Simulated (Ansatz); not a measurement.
# Li: molecular dynamics

The plan is to ramp the temperature up and watch the lattice. Runs: 540 steps of 1 fs under a Langevin thermostat, set from 300 K to 1800 K by a schedule. The start is the crystal (bcc), its volume scaled by 1.15.

Method: DFT PBE, plane waves, PAW, scalar-relativistic, no spin polarisation, in Ansatz 0.2.0.

**1. The system as given**

The cell holds 16 atoms (Li16): a = 7.313 Å, b = 7.313 Å, c = 7.313 Å, α = 90.00°, β = 90.00°, γ = 90.00°.

Coordinates:

```xyz
16
Lattice="7.3129 0.0000 0.0000 0.0000 7.3129 0.0000 0.0000 0.0000 7.3129" Properties=species:S:1:pos:R:3 pbc="T T T"
Li    0.0000    0.0000    0.0000
Li    3.6564    0.0000    0.0000
Li    0.0000    3.6564    0.0000
Li    0.0000    0.0000    3.6564
Li    1.8282    1.8282    1.8282
Li    3.6564    3.6564    0.0000
Li    3.6564    0.0000    3.6564
Li    5.4847    1.8282    1.8282
Li    0.0000    3.6564    3.6564
Li    1.8282    5.4847    1.8282
Li    1.8282    1.8282    5.4847
Li    3.6564    3.6564    3.6564
Li    5.4847    5.4847    1.8282
Li    5.4847    1.8282    5.4847
Li    1.8282    5.4847    5.4847
Li    5.4847    5.4847    5.4847
```

**2. Dynamics**

540 steps of 1 fs under a Langevin thermostat, set from 300 K to 1800 K by a schedule.

Contents of input.yaml:

```yaml
crystal:
  lattice:
    - [7.312873, 0.0, 0.0]
    - [0.0, 7.312873, 0.0]
    - [0.0, 0.0, 7.312873]
  atoms:
    - { symbol: Li, position: [0.0, 0.0, 0.0] }
    - { symbol: Li, position: [0.5, 0.0, 0.0] }
    - { symbol: Li, position: [0.0, 0.5, 0.0] }
    - { symbol: Li, position: [0.0, 0.0, 0.5] }
    - { symbol: Li, position: [0.25, 0.25, 0.25] }
    - { symbol: Li, position: [0.5, 0.5, 0.0] }
    - { symbol: Li, position: [0.5, 0.0, 0.5] }
    - { symbol: Li, position: [0.75, 0.25, 0.25] }
    - { symbol: Li, position: [0.0, 0.5, 0.5] }
    - { symbol: Li, position: [0.25, 0.75, 0.25] }
    - { symbol: Li, position: [0.25, 0.25, 0.75] }
    - { symbol: Li, position: [0.5, 0.5, 0.5] }
    - { symbol: Li, position: [0.75, 0.75, 0.25] }
    - { symbol: Li, position: [0.75, 0.25, 0.75] }
    - { symbol: Li, position: [0.25, 0.75, 0.75] }
    - { symbol: Li, position: [0.75, 0.75, 0.75] }
basis:
  ecutwfc: 420.0
kpoints:
  mp_grid: { grid: [2, 2, 2] }
hamiltonian:
  xc: pbe
scf:
  occupations: { method: fermi_dirac, width: 0.16 }
  lower_state_search: "off"
md:
  timestep: 1
  n_steps: 540
  ensemble: nvt_langevin
  temperature: 300.0
  initial_velocities: maxwell_boltzmann
  seed: 400915
  friction: 0.02
  temperature_schedule: [{ n_steps: 540, end_temperature: 1800.0 }]
```

Run with:

```
$ ansatz run input.yaml --threads 1 --pin off --max-ram 3072MiB --backend cpu --events-out ev --progress --plain --runs-dir out
```

Q: Predict the outcome of this session. Wanted: temperature, first and last step; temperature, second half; potential energy, second half; mean square displacement, second half.

As calculated:

| quantity | value |
| --- | --- |
| length | 540 steps of 1 fs |
| temperature, first and last step | 281 and 1412 K |
| temperature, second half | mean 1160 K, from 623 to 2039 K |
| potential energy, second half | +136 meV/atom from the start |
| mean square displacement, second half | Li 0.489 Å² |

In words: Under a schedule from 300 to 1800 K over 540 fs, the atoms average 1519 K over the last tenth of the run. Such a rate, of order 10^15 K/s, is far beyond any furnace or quench, and the atoms lag the set-point. The atom that moves most swings out by 1.93 Å (the median distance to the nearest neighbour, bonds to H left out, is 3.17 Å), and none ends a neighbour distance from its start. Counted from the crystal's sites, with the common drift removed, the atoms stand 0.96 Å away over the last tenth of the run (root mean square), 30 % of the neighbour distance: well past the 10 to 20 % at which crystals usually melt, so the lattice order is being lost. 540 fs on 16 atoms is far too short and small for converged averages.
